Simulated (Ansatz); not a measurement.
# B3H4NO5: the cost of one run

Method: DFT, PBE, plane-wave PAW, default files, scalar-relativistic, as far as a step names no other, in Ansatz 0.2.0.

## 1. The starting structure

The structure is monoclinic, space group C2/c (No. 15). The conventional cell has a = 9.764 Å, b = 8.807 Å, c = 9.235 Å, α = 90.00°, β = 103.51°, γ = 90.00°. Around B (site symmetry 1) lie 4 O at 1.45 to 1.52 Å. Around B (site symmetry 1) lie 3 O at 1.36 to 1.39 Å. B (site symmetry 1) has 4 O at 1.42 to 1.54 Å as nearest neighbours. Around H (site symmetry 1) lie 1 N at 1.04 Å. Around H (site symmetry 1) lie 1 N at 1.02 Å. Around N (site symmetry 1) lie 4 H at 1.02 to 1.04 Å. Only part of the 13 independent sites is listed.

Structure file:

```cif
data_structure
_symmetry_space_group_name_H-M 'C2/c'
_symmetry_Int_Tables_number 15
_cell_length_a 9.7637
_cell_length_b 8.8066
_cell_length_c 9.2353
_cell_angle_alpha 90.000
_cell_angle_beta 103.510
_cell_angle_gamma 90.000
_cell_volume 772.12
loop_
_atom_site_label
_atom_site_type_symbol
_atom_site_symmetry_multiplicity
_atom_site_Wyckoff_symbol
_atom_site_fract_x
_atom_site_fract_y
_atom_site_fract_z
_atom_site_occupancy
B1 B 8 f 0.29593 0.50175 0.26730 1
B2 B 8 f 0.17695 0.74526 0.31882 1
B3 B 8 f 0.57308 0.45989 0.43314 1
H1 H 8 f 0.89251 0.25306 0.10920 1
H2 H 8 f 0.99390 0.31526 0.99789 1
H3 H 8 f 0.94017 0.43615 0.12261 1
H4 H 8 f 0.82405 0.37691 0.97492 1
N1 N 8 f 0.91576 0.34648 0.05109 1
O1 O 8 f 0.41786 0.50872 0.40374 1
O2 O 8 f 0.34373 0.55506 0.13720 1
O3 O 8 f 0.75023 0.34369 0.25230 1
O4 O 8 f 0.18264 0.59160 0.30072 1
O5 O 8 f 0.08935 0.79990 0.40531 1
```

## 2. First run, atoms as given

The input, input.yaml:

```yaml
crystal:
  lattice:
    - [4.8818491284, -4.40328784, 0.0]
    - [4.8818491284, 4.40328784, 0.0]
    - [-2.157542837, 0.0, 8.9797470284]
  atoms:
    - { symbol: B, position: [0.79417948, 0.79768722, 0.26730002] }
    - { symbol: B, position: [0.20231278, 0.20582052, 0.23269998] }
    - { symbol: B, position: [0.20582052, 0.20231278, 0.73269998] }
    - { symbol: B, position: [0.79768722, 0.79417948, 0.76730002] }
    - { symbol: B, position: [0.43168389, 0.92221312, 0.31882036] }
    - { symbol: B, position: [0.07778688, 0.56831611, 0.18117964] }
    - { symbol: B, position: [0.56831611, 0.07778688, 0.68117964] }
    - { symbol: B, position: [0.92221312, 0.43168389, 0.81882036] }
    - { symbol: B, position: [0.11319681, 0.03297232, 0.43313653] }
    - { symbol: B, position: [0.96702768, 0.88680319, 0.06686347] }
    - { symbol: B, position: [0.88680319, 0.96702768, 0.56686347] }
    - { symbol: B, position: [0.03297232, 0.11319681, 0.93313653] }
    - { symbol: H, position: [0.639449, 0.14557643, 0.10920308] }
    - { symbol: H, position: [0.85442357, 0.360551, 0.39079692] }
    - { symbol: H, position: [0.360551, 0.85442357, 0.89079692] }
    - { symbol: H, position: [0.14557643, 0.639449, 0.60920308] }
    - { symbol: H, position: [0.67863863, 0.30915992, 0.99789436] }
    - { symbol: H, position: [0.69084008, 0.32136137, 0.50210564] }
    - { symbol: H, position: [0.32136137, 0.69084008, 0.00210564] }
    - { symbol: H, position: [0.30915992, 0.67863863, 0.49789436] }
    - { symbol: H, position: [0.50401344, 0.37632221, 0.12261284] }
    - { symbol: H, position: [0.62367779, 0.49598656, 0.37738716] }
    - { symbol: H, position: [0.49598656, 0.62367779, 0.87738716] }
    - { symbol: H, position: [0.37632221, 0.50401344, 0.62261284] }
    - { symbol: H, position: [0.44714115, 0.20095143, 0.97491813] }
    - { symbol: H, position: [0.79904857, 0.55285885, 0.52508187] }
    - { symbol: H, position: [0.55285885, 0.79904857, 0.02508187] }
    - { symbol: H, position: [0.20095143, 0.44714115, 0.47491813] }
    - { symbol: "N", position: [0.56927882, 0.26223998, 0.0510857] }
    - { symbol: "N", position: [0.73776002, 0.43072118, 0.4489143] }
    - { symbol: "N", position: [0.43072118, 0.73776002, 0.9489143] }
    - { symbol: "N", position: [0.26223998, 0.56927882, 0.5510857] }
    - { symbol: O, position: [0.9091397, 0.92657434, 0.40374484] }
    - { symbol: O, position: [0.07342566, 0.0908603, 0.09625516] }
    - { symbol: O, position: [0.0908603, 0.07342566, 0.59625516] }
    - { symbol: O, position: [0.92657434, 0.9091397, 0.90374484] }
    - { symbol: O, position: [0.78867487, 0.89879484, 0.13719916] }
    - { symbol: O, position: [0.10120516, 0.21132513, 0.36280084] }
    - { symbol: O, position: [0.21132513, 0.10120516, 0.86280084] }
    - { symbol: O, position: [0.89879484, 0.78867487, 0.63719916] }
    - { symbol: O, position: [0.40654042, 0.09392079, 0.25230152] }
    - { symbol: O, position: [0.90607921, 0.59345958, 0.24769848] }
    - { symbol: O, position: [0.59345958, 0.90607921, 0.74769848] }
    - { symbol: O, position: [0.09392079, 0.40654042, 0.75230152] }
    - { symbol: O, position: [0.59103284, 0.77423894, 0.30072186] }
    - { symbol: O, position: [0.22576106, 0.40896716, 0.19927814] }
    - { symbol: O, position: [0.40896716, 0.22576106, 0.69927814] }
    - { symbol: O, position: [0.77423894, 0.59103284, 0.80072186] }
    - { symbol: O, position: [0.28944226, 0.88924913, 0.40530589] }
    - { symbol: O, position: [0.11075087, 0.71055774, 0.09469411] }
    - { symbol: O, position: [0.71055774, 0.11075087, 0.59469411] }
    - { symbol: O, position: [0.88924913, 0.28944226, 0.90530589] }
kpoints:
  mp_grid: { grid: [4, 4, 3] }
scf:
  occupations: { method: fermi_dirac, width: 0.02 }
hamiltonian:
  xc: pbe
  pseudopotentials: { kind: paw }
output:
  forces: true
  stress: true
  populations: true
  efg:
    quadrupole_moments_barn: { B: 0.04059, H: 0.00285783, "N": 0.02044, O: -0.02558 }
    contact_densities: true
  write_density: true
  write_potential: true
  elf: true
  volumetric_format: npy
```

The run is started by

```console
$ ansatz run input.yaml --threads 1 --pin off --max-ram 3072MiB --backend cpu --events-out ev --progress --plain --runs-dir out
```

What time and memory should one allow on 1 thread of Arm Neoverse V1, shared host?

About 2.8 min, with a peak of 1.1 GiB.
